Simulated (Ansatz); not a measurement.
# Zr2CuB3: forces, levels, charges and fields

The system is Zr2CuB3, a known structure type filled with other elements, at an estimated volume. Wanted, at the geometry given: its forces and stress, its levels, and how its atoms share the electrons.

Method: DFT, r2SCAN, no spin polarisation, plane waves, PAW, in Ansatz 0.2.0.

**1. Geometry**

Symmetry: P-4m2, No. 115, tetragonal system. The conventional cell has a = 3.078 Å, b = 3.078 Å, c = 6.795 Å, α = 90.00°, β = 90.00°, γ = 90.00°. Cu (site symmetry -4m2) has 4 B at 2.18 Å and 4 Zr at 2.36 Å as nearest neighbours. Zr (site symmetry 2mm) has 7 B at 2.32 to 2.40 Å and 2 Cu at 2.36 Å as nearest neighbours. Around B (site symmetry -4m2) lie 4 Cu at 2.18 Å and 4 Zr at 2.36 Å. B (site symmetry 2mm) is surrounded by 5 Zr at 2.32 to 2.40 Å.

Coordinates:

```cif
data_structure
_symmetry_space_group_name_H-M 'P 1'
_symmetry_Int_Tables_number 1
_cell_length_a 3.0784
_cell_length_b 3.0784
_cell_length_c 6.7945
_cell_angle_alpha 90.000
_cell_angle_beta 90.000
_cell_angle_gamma 90.000
_cell_volume 64.39
loop_
_atom_site_label
_atom_site_type_symbol
_atom_site_fract_x
_atom_site_fract_y
_atom_site_fract_z
_atom_site_occupancy
Cu1 Cu 0.00000 0.00000 0.00000 1
Zr1 Zr 0.00000 0.50000 0.73650 1
Zr2 Zr 0.50000 0.00000 0.26350 1
B1 B 0.50000 0.50000 0.00000 1
B2 B 0.00000 0.50000 0.38350 1
B3 B 0.50000 0.00000 0.61650 1
```

It is a restart: the density comes from an earlier run on this cell.

**2. Self-consistent run**

File input.yaml:

```yaml
crystal:
  lattice:
    - [3.078403, 0.0, 0.0]
    - [0.0, 3.078403, 0.0]
    - [0.0, 0.0, 6.794533]
  atoms:
    - { symbol: Cu, position: [0.0, 0.0, 0.0] }
    - { symbol: Zr, position: [0.0, 0.5, 0.7365] }
    - { symbol: Zr, position: [0.5, 0.0, 0.2635] }
    - { symbol: B, position: [0.5, 0.5, 0.0] }
    - { symbol: B, position: [0.0, 0.5, 0.3835] }
    - { symbol: B, position: [0.5, 0.0, 0.6165] }
  symmetry: { tolerance: 0.0003 }
kpoints:
  mp_grid: { grid: [11, 11, 5], shift: [0, 0, 0] }
  band_path:
    path:
      - [0.0, 0.0, 0.0]
      - [0.0, 0.5, 0.0]
      - [0.5, 0.5, 0.0]
      - [0.0, 0.0, 0.0]
      - [0.0, 0.0, 0.5]
      - [0.0, 0.5, 0.5]
      - [0.5, 0.5, 0.5]
      - [0.0, 0.0, 0.5]
    npoints: 7
magnetization:
  spin_polarized: false
scf:
  occupations: { method: fermi_dirac, width: 0.016 }
  lower_state_search: "off"
  max_iter: 200
hamiltonian:
  pseudopotentials: { kind: paw }
  xc: r2scan
basis:
  ecutwfc: 500
  fft_grid_basis: typed
output:
  forces: true
  stress: true
  eigenvalues: true
  bader: true
  populations: true
  elf: true
  write_potential: true
  volumetric_format: npy
  dos:
    e_range: [-12, 8]
    de: 0.05
    projected: { site_lists: { B: [B], Cu: [Cu], Zr: [Zr] } }
checkpoint:
  read: saved_state
```

The log of the run:

```text
Warning: RAYON_NUM_THREADS=1 ignored (pool sized by the plan → 1); use --threads N
Engine: ansatz 0.2.0, x86_64-unknown-linux-gnu
Pseudopotentials: kind: paw
Pseudopotential: Cu, paw, valence charge 19, recommended cutoff 500 eV (meta_gga), Cu.paw.azcp
Pseudopotential: Zr, paw, valence charge 12, recommended cutoff 500 eV (meta_gga), Zr.paw.azcp
Pseudopotential: B, paw, valence charge 3, recommended cutoff 500 eV (meta_gga), B.paw.azcp
Functional definition: r2SCAN
  parameter k0 = 0.174
  parameter k1 = 0.065
  parameter a1 = 4.9479
  exchange = r2scan_x(k0 = k0, k1 = k1, a1 = a1)
  correlation = r2scan_c
Crystal: 6 atoms, lattice volume = 64.389 Å³
Basis set: ecut = 500 eV, 1649 PW (Γ), exchange–correlation on 96×96×200 points (64 copies of the dense FFT grid, shifted against one another)
Bands: 32, of which v1, the nominal top of the filled ones, is band 26 counted from 1 (25 counted from 0)
Symmetry: 8 space group operations
Space group: P-4m2 (ITA 115), of the structure as read, at distance tolerance 1.2e-3 Å
k-points: 63 of 605 (time reversal used)
Non-local potential: Cu, projectors of the file, l = 0: 3, l = 1: 2, l = 2: 3, l = 3: 1
Non-local potential: Zr, projectors of the file, l = 0: 3, l = 1: 2, l = 2: 2, l = 3: 2
Non-local potential: B, projectors of the file, l = 0: 2, l = 1: 2, l = 2: 1
PAW form: soft (Blöchl's): semilocal exchange-correlation on the pseudo side does not see the compensation charge
PAW frozen core: Cu, regenerated for the run's functional (the file was generated under x = pbe(κ = 0.804, μ = 0.2195149727645171), c = pbe(β = 0.06672455060314922))
PAW frozen core: Zr, regenerated for the run's functional (the file was generated under x = pbe(κ = 0.804, μ = 0.2195149727645171), c = pbe(β = 0.06672455060314922))
PAW frozen core: B, regenerated for the run's functional (the file was generated under x = pbe(κ = 0.804, μ = 0.2195149727645171), c = pbe(β = 0.06672455060314922))
PAW one-centre angular grid: Cu, 590 points (default); XC on 160 Gauss nodes
PAW one-centre angular grid: Zr, 590 points (default); XC on 160 Gauss nodes
PAW one-centre angular grid: B, 302 points (default); XC on 160 Gauss nodes
Initial density: read from a saved state, or passed on in memory by an earlier SCF of this step, an earlier step, the calling program or the single point that the run made first
Initial wavefunctions: pseudopotential atomic-orbital guess
Functional: x = r2scan, c = r2scan; τ floored in thin density (d = 2e-4 eV/Å³)
iter 1 solved again at ethr=1.99e-5 eV; its pass at ethr=3.10e-3 eV (dr2=1.04e-2 eV) is discarded
SCF iter   1: F=-15484.138249 eV  HF=-15484.140774 eV  |F-HF|=2.52e-3  |Δ(HF+E_count)|=         —  Δρ=3.39e-3  dr2=1.16e-2  dr2_τ=2.70e-3  ethr=1.99e-5  ⟨swp⟩=2.1  Hψ=12110  notcnv=0
preconditioner: auto → Kerker (q_TF=auto, 2.633 Å⁻¹)  [metal: Δε(μ)=0.027 eV  Ē_g=13.400 eV  σ=0.016 eV  W_gap=0.40  n_scr=16 (ndim 8)  ℏωp=29.3 eV  f_vac=0.000  D(μ)=2.82/eV (n_scr^D=26)]
SCF iter   2: F=-15484.142366 eV  HF=-15484.143619 eV  |F-HF|=1.25e-3  |Δ(HF+E_count)|=   2.85e-3  Δρ=2.20e-3  dr2=3.93e-3  dr2_τ=9.04e-5  ethr=1.99e-5  ⟨swp⟩=2.1  Hψ=2710  notcnv=0
SCF iter   3: F=-15484.140770 eV  HF=-15484.144171 eV  |F-HF|=3.40e-3  |Δ(HF+E_count)|=   5.52e-4  Δρ=2.21e-3  dr2=2.51e-3  dr2_τ=2.63e-5  ethr=7.56e-6  ⟨swp⟩=2.0  Hψ=4152  notcnv=0
SCF iter   4: F=-15484.143541 eV  HF=-15484.143669 eV  |F-HF|=1.28e-4  |Δ(HF+E_count)|=   5.02e-4  Δρ=7.31e-4  dr2=2.19e-4  dr2_τ=4.52e-6  ethr=4.83e-6  ⟨swp⟩=2.0  Hψ=3394  notcnv=0
SCF iter   5: F=-15484.143686 eV  HF=-15484.143678 eV  |F-HF|=8.48e-6  |Δ(HF+E_count)|=   8.98e-6  Δρ=1.92e-4  dr2=1.42e-5  dr2_τ=8.30e-7  ethr=4.21e-7  ⟨swp⟩=2.0  Hψ=2728  notcnv=0
SCF iter   6: F=-15484.143681 eV  HF=-15484.143680 eV  |F-HF|=9.25e-7  |Δ(HF+E_count)|=   2.55e-6  Δρ=5.22e-5  dr2=1.33e-6  dr2_τ=6.61e-8  ethr=2.72e-8  ⟨swp⟩=2.0  Hψ=2888  notcnv=0
SCF iter   7: F=-15484.143681 eV  HF=-15484.143682 eV  |F-HF|=9.15e-7  |Δ(HF+E_count)|=   1.42e-6  Δρ=4.21e-5  dr2=1.06e-6  dr2_τ=6.81e-9  ethr=2.56e-9  ⟨swp⟩=2.0  Hψ=2900  notcnv=0
SCF iter   8: F=-15484.143682 eV  HF=-15484.143682 eV  |F-HF|=6.11e-9  |Δ(HF+E_count)|=   4.42e-8  Δρ=7.97e-6  dr2=2.74e-8  dr2_τ=3.43e-10  ethr=1.92e-10  ⟨swp⟩=7.1  Hψ=13842  notcnv=0
SCF 1 converged in 8 iterations: F = -15484.143682 eV  dr2 = 2.74e-8
NSCF: frozen V_eff on 50 k-points
SCF converged after 8 iterations
Free energy (F): -15484.143682 eV
Harris-Foulkes:  -15484.143682 eV  (|F-HF|=6.11e-9)
Internal energy: -15484.141008 eV  (E = F + TS)
E sigma→0 (E₀):  -15484.142345 eV
Entropy (-TS):   -0.002673 eV (-0.446 meV/atom)
Fermi energy:    16.648491 eV
--- Per-component energies (eV) ---
  E_band       = -458.061829
  E_kinetic    = 1132.618218
  E_local      = -7129.344852  (includes V_loc(G=0)·N_el)
  E_nonlocal   = 593.647559
  E_hartree    = 3122.148135
  E_xc         = -497.533292
  E_vxc        = -683.548361  (∫ρ·V_xc dr)
  E_paw        = -7858.377047  (= ΣΔE_a)
  E_vpaw       = -656.628367  (= ΣTr[D̂ρ^β])
  E_aug_tail   = 0.000158  (compensation charges beyond the density's cutoff)
  E_vtau       = 40.882586  (kinetic-family band-sum trace: ∫τ·v_τ [+ j·A + Jᵃ·Aᵃ] dr)
  E_ewald      = -4846.613969
  E_core_change = -0.685917  (= ΣΔE_core)
  E_smearing   = -0.002673  (= −TS)
  E_closure    = -0.000000  (closes the sum)
  Σ components = -15484.143682   (vs F -15484.143682, Δ=0.00e0)
--- Forces (eV/Å), atoms counted from 1 ---
  atom   1  Cu    -0.00000000     0.00000000     0.00000000
  atom   2  Zr    -0.00000000     0.00000000    -5.02709334
  atom   3  Zr    -0.00000000     0.00000000     5.02709334
  atom   4  B     -0.00000000     0.00000000     0.00000000
  atom   5  B      0.00000000     0.00000000     0.37879198
  atom   6  B      0.00000000     0.00000000    -0.37879198
  max |Σ_I F_I| component: 1.30e-17 eV/Å
--- Stress (GPa, compression-positive) ---
       52.215223       0.000000      -0.000000
        0.000000      52.215223       0.000000
       -0.000000       0.000000      49.211364
  P = ⅓ Tr σ = 51.2139 GPa (512.139 kbar)
--- Band table (eV; the first three rows and the last of 63) ---
  k-point 0: bands = ["-101.7086", "-57.6610", "-57.4760", "-57.4760", "-32.5549", "-32.5335", "-10.5848", "-10.2655", "-9.7463", "-9.7463", "-9.6126", "-9.6126", "5.2498", "8.0938", "8.8392", "11.0961", "11.3610", "11.5876", "11.5876", "12.0271", "13.4594", "14.6744", "15.4265", "15.4265", "15.4848", "16.5365", "17.8402", "17.8402", "19.7923", "19.7923", "21.4350", "21.6046"]
  k-point 1: bands = ["-101.7086", "-57.6610", "-57.4760", "-57.4760", "-32.5529", "-32.5355", "-10.5568", "-10.2956", "-9.7461", "-9.7461", "-9.6127", "-9.6127", "5.4167", "7.6058", "9.1118", "10.8342", "11.5826", "11.5826", "11.7538", "12.0272", "13.2308", "14.6578", "15.5587", "15.5587", "15.5739", "16.8594", "17.4630", "17.4630", "20.1040", "20.1040", "21.5822", "21.5861"]
  k-point 2: bands = ["-101.7086", "-57.6610", "-57.4760", "-57.4760", "-32.5479", "-32.5405", "-10.4867", "-10.3692", "-9.7458", "-9.7458", "-9.6130", "-9.6130", "5.8436", "6.8669", "9.3660", "10.6368", "11.5746", "11.5746", "12.0272", "12.2096", "12.8649", "14.5639", "15.7490", "15.8853", "15.8853", "16.8521", "16.8521", "17.4410", "20.4917", "20.4917", "21.0546", "21.5548"]
  k-point 62: bands = ["-101.7080", "-57.6595", "-57.4820", "-57.4820", "-32.3593", "-32.3592", "-10.5500", "-10.5214", "-10.4167", "-10.3837", "-10.1685", "-10.1663", "8.3730", "9.1118", "9.1438", "11.5561", "11.7391", "11.7925", "12.0151", "12.0854", "12.3445", "12.6273", "13.3266", "14.9285", "15.2570", "16.0508", "17.2621", "17.3309", "17.8163", "18.0990", "19.1427", "23.4706"]
--- Löwdin populations: 6 sites ---
  site symbol       q [e]
     0     Cu     18.0887
     1     Zr     11.7386
     2     Zr     11.7386
     3      B      3.7672
     4      B      3.2693
     5      B      3.2693
  spilling = 0.002467 (of n_electrons = 52.000000)
--- Bader charges: 6 sites ---
  site symbol  charge [e]  shift [e]
     0     Cu     -0.0619     0.0068
     1     Zr      1.2983     0.0005
     2     Zr      1.2983     0.0005
     3      B     -0.8501     0.0062
     4      B     -0.8423     0.0008
     5      B     -0.8423     0.0008
  estimated error of the sums over rays = 8.5e-4 e
```

Run time: 73 s. Hardware: 1 thread of an x86-64 CPU, shared host; peak memory 0.57 GiB.

**3. Forces and stress**

The largest forces, with each atom's nearest neighbour:

| atom | force (eV/Å) | nearest | distance (Å) | direction |
| --- | --- | --- | --- | --- |
| Zr2 | 5.027 | B6 | 2.32 | (others are as near) |
| Zr3 | 5.027 | B5 | 2.32 | (others are as near) |
| B5 | 0.379 | Zr3 | 2.32 | (others are as near) |
| B6 | 0.379 | Zr2 | 2.32 | (others are as near) |

Diagonalising the stress gives 49.21, 52.22, 52.22 GPa, so P = 51.21 GPa (positive in compression).

**4. Bands along the path**

bands.tsv at the labelled points (eV, zero at the Fermi level):

| point | band 26 | band 27 | band 28 | band 29 | band 30 | band 31 |
| --- | --- | --- | --- | --- | --- | --- |
| Γ | -0.11 | 1.19 | 1.19 | 3.14 | 3.14 | 4.79 |
| X | -0.17 | -0.10 | 0.92 | 2.36 | 3.13 | 3.41 |
| M | -0.68 | -0.68 | -0.42 | 0.00 | 1.56 | 2.94 |
| Γ | -0.11 | 1.19 | 1.19 | 3.14 | 3.14 | 4.79 |
| Z | 0.07 | 0.07 | 0.91 | 3.90 | 3.90 | 4.26 |
| R | -0.64 | 0.20 | 0.76 | 1.82 | 2.71 | 4.02 |
| A | -0.41 | 0.76 | 0.76 | 1.16 | 1.62 | 2.58 |
| Z | 0.07 | 0.07 | 0.91 | 3.90 | 3.90 | 4.26 |

The same bands between the corners:

```
distance (1/Å)  band 28  band 29
          0.00     1.19     3.14
          0.29     1.65     2.09
          0.58     0.91     1.76
          0.87     1.09     2.04
          1.17     0.79     2.25
          1.46     0.68     1.19
          1.75     0.35     0.54
          2.04    -0.42     0.00
          2.45     0.19     0.75
          2.87     0.86     1.31
          3.28     1.58     2.45
          3.55     1.13     3.19
          3.68     0.77     3.49
          3.81     0.69     3.79
          3.95     0.91     3.90
          4.24     1.21     2.16
          4.53     1.33     1.58
          4.82     1.11     1.94
          5.11     0.66     1.77
          5.40     0.67     1.65
          5.70     0.61     1.25
          5.99     0.76     1.16
          6.40     0.76     0.91
          6.81     0.20     1.33
          7.22     1.05     2.60
```

**5. Density of states**

States per cell by energy window, from dos.tsv and pdos.tsv (tetrahedra; eV from the Fermi level):

| from | to | total | B s | B p | Cu d | Zr d |
| --- | --- | --- | --- | --- | --- | --- |
| -4.5 | -4.0 | 0.60 | 0.03 | 0.11 | 0.33 | 0.11 |
| -4.0 | -3.5 | 1.38 | 0.05 | 0.38 | 0.55 | 0.32 |
| -3.5 | -3.0 | 1.35 | 0.08 | 0.54 | 0.22 | 0.42 |
| -3.0 | -2.5 | 1.07 | 0.07 | 0.45 | 0.13 | 0.33 |
| -2.5 | -2.0 | 1.27 | 0.08 | 0.46 | 0.11 | 0.54 |
| -2.0 | -1.5 | 1.04 | 0.07 | 0.39 | 0.11 | 0.40 |
| -1.5 | -1.0 | 1.68 | 0.09 | 0.64 | 0.13 | 0.73 |
| -1.0 | -0.5 | 1.92 | 0.07 | 0.81 | 0.10 | 0.83 |
| -0.5 | 0.0 | 1.72 | 0.06 | 0.76 | 0.08 | 0.72 |
| 0.0 | 0.5 | 2.19 | 0.08 | 1.07 | 0.09 | 0.82 |
| 0.5 | 1.0 | 1.83 | 0.05 | 0.95 | 0.06 | 0.67 |
| 1.0 | 1.5 | 1.59 | 0.04 | 0.74 | 0.06 | 0.61 |
| 1.5 | 2.0 | 0.94 | 0.02 | 0.34 | 0.04 | 0.46 |

**6. How the electrons are shared**

Gathered by element (positive charge: electrons given up): Löwdin charges also hold the electrons that the projection spills.

| element | atoms | Bader charge (e) | Bader volume (Å³) | Löwdin charge (e) |
| --- | --- | --- | --- | --- |
| Cu | 1 | -0.06 | 9.9 | +0.91 |
| Zr | 2 | +1.30 | 11.4 | +0.26 |
| B | 3 | -0.85 to -0.84 | 9.6 to 11.1 | -0.77 to -0.27 |

Löwdin charges rest on a small set of atomic orbitals that misses 0.2 % of the electrons, so they need not add up to the cell's charge and can differ from Bader's even in sign.

**7. Real-space fields**

Maps in the plane spanned by b and c at height 0.000 along a (axes of the input's cell), one cell: b runs left to right (9 points from zero), c bottom to top (21 points), 90° apart. These are the smooth PAW fields, not the true ones near the nuclei.

Valence density. Ten steps from '0' (0.12 e/Å³) to '9' (70.30 e/Å³), finer at the low end (step k begins (100^(k/10) - 1)/99 of the way up):
```
752000025
321000012
000122100
001233210
001333310
001333310
001233210
000122100
000000000
000000000
000000000
000111100
000100100
000111100
000011000
000000000
000000000
000000000
320000002
752000025
973000037
```

ELF. Ten even steps from '0' (0.01) to '9' (0.93):
```
742222224
222111122
221366312
213888831
216822861
215822851
213788731
210377301
110122101
113455431
125766752
147611674
258600685
258722785
247866874
234566543
222222222
221111112
221111112
741111114
962122126
```

Atoms within 0.2 Å of the plane, in fractions of b and c: Cu at (0.00, 0.00), Zr at (0.50, 0.74), B at (0.50, 0.38).

Along short contacts, where the density is least:

| contact | length (Å) | minimum at (fraction) | density (e/Å³) | ELF |
| --- | --- | --- | --- | --- |
| Cu1–B4 | 2.177 | 0.53 | 0.495 | 0.48 |
| Zr2–B6 | 2.325 | 0.55 | 0.456 | 0.41 |
| Cu1–Zr2 | 2.361 | 0.47 | 0.446 | 0.17 |
| B5–B6 | 2.692 | 0.50 | 0.240 | 0.47 |

```
fraction  Cu1–B4  Zr2–B6  Cu1–Zr2  B5–B6
     0.2    12.8    3.98     10.1  0.624
     0.3    2.75    2.35     2.02  0.445
     0.4    0.77    0.92    0.595   0.29
     0.5   0.502    0.48    0.448   0.24
     0.6   0.527   0.487     0.84   0.29
     0.7    0.64   0.638     2.26  0.445
     0.8   0.661   0.718     3.97  0.624
```

(Smooth valence density in e/Å³ at fractions of each contact.)

**8. What came out**

```
                                                 quantity                                   value
                                            largest force                        5.027 eV/Å on Zr
                                                 pressure                                51.2 GPa
           formation energy (elements from separate runs)                            1.13 eV/atom
                                                character                                   metal
density of states, mean within 0.25 eV of the Fermi level                       4 per eV per cell
                                            Bader charges  Cu -0.06, Zr +1.30, B -0.85 to -0.84 e
```

What this shows: The cell is metallic; within 0.25 eV of the Fermi level the density of states averages 4 per eV per cell, mostly B p (48 %) and Zr d (39 %). Forces reach 5.0 eV/Å, so the geometry is far from rest and the levels are not those of the relaxed cell. At 51.2 GPa the cell is compressed and would expand, and unequal principal stresses would change its shape. Set against separate runs on the elements (Cu fcc, Zr hcp, alpha-rhombohedral (B12)), it forms at 1.13 eV per atom, so at this geometry it is not bound against them. The atoms are not at rest: the largest force, 5.03 eV/Å, acts on Zr. The geometry is far from any minimum; its shortest contact is 2.18 Å.

Keep in mind: atoms or cell far from equilibrium.
